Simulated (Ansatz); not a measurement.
**CBClFNO: how energies converge with the basis set**

The task here is to estimate one member of a computed series from the others.

Method: one geometry, several basis sets; program: Ansatz 0.2.0, Gaussian basis.

Plan: PBE0-D4/def2-SVP; ωB97M-V/def2-SVP; PBE0-D4/def2-QZVPP; ωB97M-V/def2-QZVPP; the functionals' def2-TZVPP values are taken from earlier runs.

**The relaxed structure**

All runs share one geometry, relaxed beforehand with PBE0-D4 in a triple-zeta def2 set.

SMILES `O=C=NB(F)Cl`, 6 atoms, charge 0, spin multiplicity 1.

Atoms are counted from 1 here; the program's logs count them from 0.

Bond lengths: O1–C2 1.156 Å, C2–N3 1.204 Å, N3–B4 1.411 Å, B4–F5 1.314 Å, B4–Cl6 1.751 Å. Angles: O1–C2–N3 175.5°, C2–N3–B4 144.0°, N3–B4–F5 119.1°, N3–B4–Cl6 122.4°, F5–B4–Cl6 118.5°.

Set-up of the first run:

in.yaml

```yaml
crystal:
  periodic: [false, false, false]
  atoms:
    - {symbol: O, position_ang: [-1.302254, -2.201867, 0.522335]}
    - {symbol: C, position_ang: [-0.638527, -1.255979, 0.487557]}
    - {symbol: N, position_ang: [0.081498, -0.292424, 0.538568]}
    - {symbol: B, position_ang: [0.530137, 0.836390, -0.179060]}
    - {symbol: F, position_ang: [1.398847, 1.646902, 0.382517]}
    - {symbol: Cl, position_ang: [-0.027600, 1.202978, -1.798017]}
basis:
  gaussian: {orbitals: def2-SVP}
hamiltonian: {xc: pbe0, dispersion: d4}
output: {orbitals: {seedname: orbitals}}
```

Steps of the session up to this table: PBE0-D4 in def2-SVP; ωB97M-V in def2-SVP; PBE0-D4 in def2-QZVPP; ωB97M-V in def2-QZVPP.

One table of the session follows, with a row left open; its other results are not shown here.

It belongs to the step «Density functionals: the series». 

```
functional       basis  HOMO (eV)
   PBE0-D4    def2-SVP      -9.21
   PBE0-D4  def2-TZVPP          ?
   PBE0-D4  def2-QZVPP      -9.38
   ωB97M-V    def2-SVP     -11.41
   ωB97M-V  def2-TZVPP     -11.59
   ωB97M-V  def2-QZVPP     -11.62
```

Q: Estimate the row for PBE0-D4, def2-TZVPP from the others.

The run gave: HOMO (eV): -9.35. In the column «HOMO (eV)» it lies between PBE0-D4, def2-QZVPP (-9.38) and PBE0-D4, def2-SVP (-9.21).
